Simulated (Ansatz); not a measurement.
# ZnInGaO4: the cost of one run

Computed with Ansatz 0.2.0 (DFT LDA, scalar-relativistic, plane waves, PAW, unless a step's input says otherwise).

1 further run of the same task is left out (set aside as unsound or not needed).

### 1 Starting point

It takes space group R3m (No. 160, trigonal). The conventional cell has a = 3.361 Å, b = 3.361 Å, c = 26.140 Å, α = 90.00°, β = 90.00°, γ = 120.00°. Around Zn (site symmetry 3m) lie 4 O at 2.01 to 2.02 Å. In (site symmetry 3m) is surrounded by 6 O at 2.22 to 2.23 Å. Ga (site symmetry 3m) has 5 O at 1.94 to 2.00 Å as nearest neighbours. O (site symmetry 3m) is surrounded by 1 Zn at 2.01 Å and 3 In at 2.22 Å. Around O (site symmetry 3m) lie 1 Ga at 1.98 Å and 3 In at 2.23 Å. O (site symmetry 3m) has 3 Ga at 1.94 Å as nearest neighbours. O (site symmetry 3m) is surrounded by 1 Ga at 2.00 Å and 3 Zn at 2.02 Å.

As a file:

```
CELL_PARAMETERS angstrom
1.68033 0.97014 8.71341
-1.68033 0.97014 8.71341
0.00000 -1.94027 8.71341
ATOMIC_POSITIONS crystal
Zn 0.21838 0.21838 0.21838
In 0.00277 0.00277 0.00277
Ga 0.78703 0.78703 0.78703
O 0.29514 0.29514 0.29514
O 0.71136 0.71136 0.71136
O 0.12172 0.12172 0.12172
O 0.86360 0.86360 0.86360
```

Source of the structure: the Materials Project (structure only).

### 6 Setting up the map

Atoms count from 1 in the order of the input.

One atom moved over a plane, all else fixed.

- shift of Zn1 along x: 5 values from −0.62 to 0.62 Å
- shift of Zn1 along [0 0 1]: 5 values from −0.62 to 0.62 Å

Nothing else is relaxed (all other atoms fixed). Energies count from the relaxed crystal. Points are written as (first, second).

(The set-up runs are not shown.)

### 7 Grid point (0.00 Å, −0.62 Å)

Input file input.yaml:

```yaml
crystal:
  lattice:
    - [1.6390426701, 0.9463017268, 8.4944306291]
    - [-1.6390426701, 0.9463017268, 8.4944306291]
    - [0.0, -1.8926034536, 8.4944306291]
  atoms:
    - { symbol: Zn, position: [0.2430291947, 0.2430291947, 0.2430291947] }
    - { symbol: In, position: [0.002808351, 0.002808351, 0.002808351] }
    - { symbol: Ga, position: [0.7871748598, 0.7871748598, 0.7871748598] }
    - { symbol: O, position: [0.2949080347, 0.2949080347, 0.2949080347] }
    - { symbol: O, position: [0.7112743096, 0.7112743096, 0.7112743096] }
    - { symbol: O, position: [0.1212609089, 0.1212609089, 0.1212609089] }
    - { symbol: O, position: [0.8638750082, 0.8638750082, 0.8638750082] }
basis:
  ecutwfc: 420
kpoints:
  mp_grid: { grid: [9, 9, 9] }
hamiltonian:
  xc: lda
  pseudopotentials: { kind: paw, azcp: { folder: soft_1 } }
scf:
  occupations: { method: gaussian, width: 0.05 }
output:
  forces: true
  stress: true
  eigenvalues: true
  write_density: true
  write_potential: true
  elf: true
  volumetric_format: npy
```

Command:

```
> ansatz run input.yaml --threads 2 --pin off --max-ram 4096MiB --backend cpu --events-out ev --progress --plain --runs-dir out
```

Q: Estimate wall time and peak memory on 2 threads of Arm Neoverse N1, shared host.

About 40 s, with a peak of 0.47 GiB.
